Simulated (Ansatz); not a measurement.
# ClH4OSi2 radical: up Jacob's ladder to CCSD(T)

An exercise on one series of results from a longer session: the logs are not shown, and one member is left open.

Program: Ansatz 0.2.0, Gaussian basis. Level of theory: functionals in def2-TZVPP, the program's frozen cores in correlated methods. These are calculated values, not measurements.

Plan: LDA (SPW92), PBE-D4, revPBE-D4, BLYP-D4, r2SCAN-D4, B97M-V, PBE0-D4, B3LYP-D4, r2SCANh-D4, r2SCAN0-D4, HSE06-D4, BHLYP-D4, CAM-B3LYP-D4, LC-ωPBE, ωB97X-V, ωB97M-V, B2PLYP, PBE-QIDH; CCSD(T)/def2-SVP; CCSD(T)/def2-TZVPP; MP2/def2-QZVPP; extrapolation to the limit; RPA on PBE.

## The geometry

All runs share one geometry, relaxed beforehand with PBE0-D4 in a triple-zeta def2 set.

8 atoms, charge 0, spin multiplicity 2.

Atoms are counted from 1 here; the program's logs count them from 0.

Bond lengths: Si1–O2 1.648 Å, Si1–H5 1.483 Å, Si1–H6 1.482 Å, Si1–H7 1.485 Å, O2–Si3 1.625 Å, Si3–Cl4 2.063 Å, Si3–H8 1.491 Å. Angles: O2–Si1–H5 109.7°, O2–Si1–H6 107.4°, O2–Si1–H7 109.9°, H5–Si1–H6 110.2°, H5–Si1–H7 109.7°, H6–Si1–H7 110.0°, Si1–O2–Si3 144.7°, O2–Si3–Cl4 109.9°, O2–Si3–H8 107.9°, Cl4–Si3–H8 107.6°.

The first run:

Contents of in.yaml:

```yaml
crystal:
  periodic: [false, false, false]
  atoms:
    - {symbol: Si, position_ang: [-0.834765, 0.791686, 0.657810]}
    - {symbol: O, position_ang: [0.598831, 0.278318, 0.028208]}
    - {symbol: Si, position_ang: [1.289019, -0.613242, -1.141520]}
    - {symbol: Cl, position_ang: [0.162518, -2.305069, -1.493389]}
    - {symbol: H, position_ang: [-1.500847, -0.329980, 1.363308]}
    - {symbol: H, position_ang: [-0.533625, 1.886461, 1.609508]}
    - {symbol: H, position_ang: [-1.714046, 1.291442, -0.429171]}
    - {symbol: H, position_ang: [2.624915, -1.056716, -0.650454]}
basis:
  gaussian: {orbitals: def2-TZVPP}
magnetization: {spin_polarized: true, initial_magnetization: 1}
hamiltonian: {xc: lda}
output: {orbitals: {seedname: orbitals}}
```

Started as:

```bash
$ ansatz run in.yaml --threads 4 --pin off --events-out ev --progress --plain --max-ram 10444MiB
```

Steps of the session up to this table: LDA; PBE-D4 (GGA); revPBE-D4 (GGA); BLYP-D4 (GGA); r2SCAN-D4 (meta-GGA); B97M-V (meta-GGA); B3LYP-D4 (hybrid); r2SCANh-D4 (hybrid); r2SCAN0-D4 (hybrid); HSE06-D4 (hybrid); BHLYP-D4 (hybrid); CAM-B3LYP-D4 (range-separated); LC-ωPBE (range-separated); ωB97X-V (range-separated); ωB97M-V (range-separated); B2PLYP (double hybrid); PBE-QIDH (double hybrid).

One of the session's tables, all rows but one given; the rest of the session is left out.

It belongs to the step «Frontier levels by functional». 

| functional | HOMO (eV) | LUMO (eV) | gap (eV) |
| --- | --- | --- | --- |
| LDA (SPW92) | -5.09 | -3.88 | 1.21 |
| PBE-D4 | -5.13 | -3.45 | 1.68 |
| revPBE-D4 | -5.12 | -3.31 | 1.81 |
| BLYP-D4 | -4.94 | -3.50 | 1.44 |
| r2SCAN-D4 | -5.51 | -2.98 | 2.54 |
| B97M-V | -5.25 | -3.67 | 1.59 |
| PBE0-D4 | -6.34 | -2.53 | 3.81 |
| B3LYP-D4 | -6.06 | -2.95 | 3.11 |
| r2SCANh-D4 | -5.95 | -2.68 | 3.28 |
| r2SCAN0-D4 | -6.61 | -2.23 | 4.38 |
| HSE06-D4 | ? | ? | ? |
| BHLYP-D4 | -7.38 | -1.75 | 5.63 |
| CAM-B3LYP-D4 | -7.58 | -1.66 | 5.91 |
| LC-ωPBE | -9.01 | -0.21 | 8.80 |
| ωB97X-V | -8.50 | -0.79 | 7.71 |
| ωB97M-V | -8.12 | -0.94 | 7.17 |

Estimate the missing values for HSE06-D4.

**Answer.** HOMO (eV): -5.94; LUMO (eV): -2.92; gap (eV): 3.02. In the column «HOMO (eV)» it lies between r2SCANh-D4 (-5.95) and r2SCAN-D4 (-5.51).
